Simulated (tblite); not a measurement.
# C6H7FO2Si: the cost of one run

Computed with tblite 0.8.0 and PySCF 2.14.0, with density-fitted response routines of our own, on a single molecule in the gas phase. Atoms are numbered from 0 throughout.

**1. The starting structure**

17 atoms, charge 0, multiplicity 1; geometry from: force field or distance geometry start.

Bonds of the start (Å): C0–C1 1.47, C1–C2 1.20, C2–C3 1.41, C3–C4 1.34, C4–O5 1.37, O5–Si6 1.66, Si6–O7 1.66, C4–C8 1.45, C8–F9 1.38, C8–C3 1.44, C0–H10 1.09, C0–H11 1.09, C0–H12 1.11, Si6–H13 1.48, Si6–H14 1.48, O7–H15 0.96, C8–H16 1.08.

**2. Optimising the geometry with GFN2-xTB**

The job: settings as JSON, then the geometry in Å.

```
{"job": {"kind": "relax", "xc": "GFN2-xTB", "basis": "xTB"}, "charge": 0, "multiplicity": 1}
C      3.345600     1.259700    -0.220100
C      2.242400     0.291800    -0.244800
C      1.361600    -0.517200    -0.247100
C      0.306400    -1.452300    -0.283700
C     -0.945400    -1.227200     0.146700
O     -1.359100    -0.023200     0.652700
Si    -2.886200     0.465700     0.232900
O     -3.163300     1.966200     0.887600
C     -0.168900    -2.243400     0.819600
F     -0.513000    -3.562200     0.597200
H      3.832700     1.302900    -1.193900
H      4.081100     0.995000     0.536100
H      2.955100     2.264500     0.022900
H     -3.883600    -0.491100     0.765500
H     -3.011400     0.565200    -1.234000
H     -2.372000     2.475700     1.084000
H      0.171100    -2.058200     1.828200
```

On the command line:

```console
OMP_NUM_THREADS=1 python probes_run.py task.json out
```

The driver reads the jobs from task.json and runs them one after another.

**Question.** How long does this first job take on 1 thread of Arm Neoverse N1, shared host?

About 2.6 s.
